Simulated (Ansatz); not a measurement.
# AsBH₄O (SMILES BO[AsH2]): one structure at several levels

One table from this session's results is given with a row withheld; the runs are named, their logs left out.

Method: single points in def2-TZVPP; program: Ansatz 0.2.0, Gaussian basis.

Correlated methods freeze the cores. Filled d shells of the heavier atoms are correlated.

### Starting geometry

SMILES `BO[AsH2]`, 7 atoms, charge 0, spin multiplicity 1.

Atoms are counted from 1 here; the program's logs count them from 0.

Bond lengths: B1–O2 1.414 Å, B1–H4 1.174 Å, B1–H5 1.277 Å, O2–As3 1.836 Å, As3–H6 1.506 Å, As3–H7 1.545 Å. Angles: O2–B1–H4 123.2°, O2–B1–H5 121.7°, H4–B1–H5 111.3°, B1–O2–As3 123.5°, O2–As3–H6 97.9°, O2–As3–H7 81.1°, H6–As3–H7 84.0°.

As a file:

```mol
AsBH4O
  3D, bonds by distance, orders not assigned

  7  6  0  0  0  0  0  0  0  0999 V2000
   -1.2564   -0.0054   -0.4966 B   0  0
   -0.0781   -0.7397   -0.2307 O   0  0
    1.0837   -0.3342    1.1321 As  0  0
   -2.0152   -0.2935   -1.3447 H   0  0
   -1.3680    1.2251   -0.1735 H   0  0
    1.5508    1.0012    0.6156 H   0  0
    2.0980   -0.8996    0.1128 H   0  0
  1  2  8  0
  1  4  8  0
  1  5  8  0
  2  3  8  0
  3  6  8  0
  3  7  8  0
M  END
```

Set-up of the first run:

The input, run/in.yaml:

```yaml
crystal:
  periodic: [false, false, false]
  atoms:
    - {symbol: B, position_ang: [-1.256400, -0.005400, -0.496600]}
    - {symbol: O, position_ang: [-0.078100, -0.739700, -0.230700]}
    - {symbol: As, position_ang: [1.083700, -0.334200, 1.132100]}
    - {symbol: H, position_ang: [-2.015200, -0.293500, -1.344700]}
    - {symbol: H, position_ang: [-1.368000, 1.225100, -0.173500]}
    - {symbol: H, position_ang: [1.550800, 1.001200, 0.615600]}
    - {symbol: H, position_ang: [2.098000, -0.899600, 0.112800]}
basis:
  gaussian: {orbitals: def2-TZVPP}
correlation: {method: ccsd_t}
output: {forces: true}
```

No record of the launch command was kept for these runs.

Steps of the session up to this table: CCSD(T)/def2-TZVPP; PBE0-D4/def2-TZVPP; wB97M-V/def2-TZVPP; r2SCAN-D4/def2-TZVPP; PBE-D4/def2-TZVPP; revPBE-D4/def2-TZVPP; BHLYP-D4/def2-TZVPP.

One table of the session follows, with a row left open; its other results are not shown here.

```
   method  RMS force component (eV/Å)  angle to CCSD(T) forces (°)  dipole (D)
  CCSD(T)                       1.092                    reference        1.59
  PBE0-D4                       1.157                          6.0        1.55
  wB97M-V                       1.139                          3.9        1.66
r2SCAN-D4                       1.118                          4.6        1.50
   PBE-D4                           ?                            ?           ?
revPBE-D4                       1.044                         15.3        1.57
 BHLYP-D4                       1.273                          8.8        1.61
```

Q: Estimate the row for PBE-D4 from the others.

As computed: RMS force component (eV/Å): 1.065; angle to CCSD(T) forces (°): 13.8; dipole (D): 1.58. In the column «RMS force component (eV/Å)» it lies between revPBE-D4 (1.044) and CCSD(T) (1.092).
